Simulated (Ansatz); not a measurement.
# Sr3Ru: the cost of one run

Computed with Ansatz 0.2.0 (DFT PBE, scalar-relativistic, plane waves, PAW, unless a step's input says otherwise).

2 further runs of the same task are left out: 1 that didn't finish, 1 set aside as unsound or not needed.

## 1. The system as given

The structure is cubic, space group Fm-3m (No. 225). Conventional cell: a = 7.616 Å, b = 7.616 Å, c = 7.616 Å, α = 90.00°, β = 90.00°, γ = 90.00°. Around Sr (site symmetry -43m) lie 4 Sr at 3.30 Å and 4 Ru at 3.30 Å. Around Sr (site symmetry m-3m) lie 8 Sr at 3.30 Å. Around Ru (site symmetry m-3m) lie 8 Sr at 3.30 Å.

Coordinates:

```cif
data_structure
_symmetry_space_group_name_H-M 'P 1'
_symmetry_Int_Tables_number 1
_cell_length_a 5.3856
_cell_length_b 5.3856
_cell_length_c 5.3856
_cell_angle_alpha 60.000
_cell_angle_beta 60.000
_cell_angle_gamma 60.000
_cell_volume 110.45
loop_
_atom_site_label
_atom_site_type_symbol
_atom_site_fract_x
_atom_site_fract_y
_atom_site_fract_z
_atom_site_occupancy
Sr1 Sr 0.75000 0.75000 0.75000 1
Sr2 Sr 0.25000 0.25000 0.25000 1
Sr3 Sr 0.50000 0.50000 0.50000 1
Ru1 Ru 0.00000 0.00000 0.00000 1
```

Recipe of the guess: species swapped into a database cell of Cs3Sb (Fm-3m, No. 225), with Sr on the Cs sites and Ru on the Sb sites. Its size is a rough estimate.

## 2. A first look at the guess

input.yaml reads:

```yaml
crystal:
  lattice:
    - [0.0, 3.80818595, 3.80818595]
    - [3.80818595, 0.0, 3.80818595]
    - [3.80818595, 3.80818595, 0.0]
  atoms:
    - { symbol: Sr, position: [0.75, 0.75, 0.75] }
    - { symbol: Sr, position: [0.25, 0.25, 0.25] }
    - { symbol: Sr, position: [0.5, 0.5, 0.5] }
    - { symbol: Ru, position: [0.0, 0.0, 0.0] }
basis:
  ecutwfc: 420
kpoints:
  mp_grid: { grid: [4, 4, 4] }
hamiltonian:
  xc: pbe
scf:
  occupations: { method: gaussian, width: 0.1 }
  lower_state_search: "off"
output:
  forces: true
  stress: true
  eigenvalues: true
```

Run with:

```
$ ansatz run input.yaml --threads 1 --pin off --max-ram 2048MiB --backend cpu --events-out ev --progress --plain --runs-dir out
```

Q: Estimate wall time and peak memory on 1 thread of Arm Neoverse N1, shared host.

About 2.8 s, with a peak of 0.32 GiB.
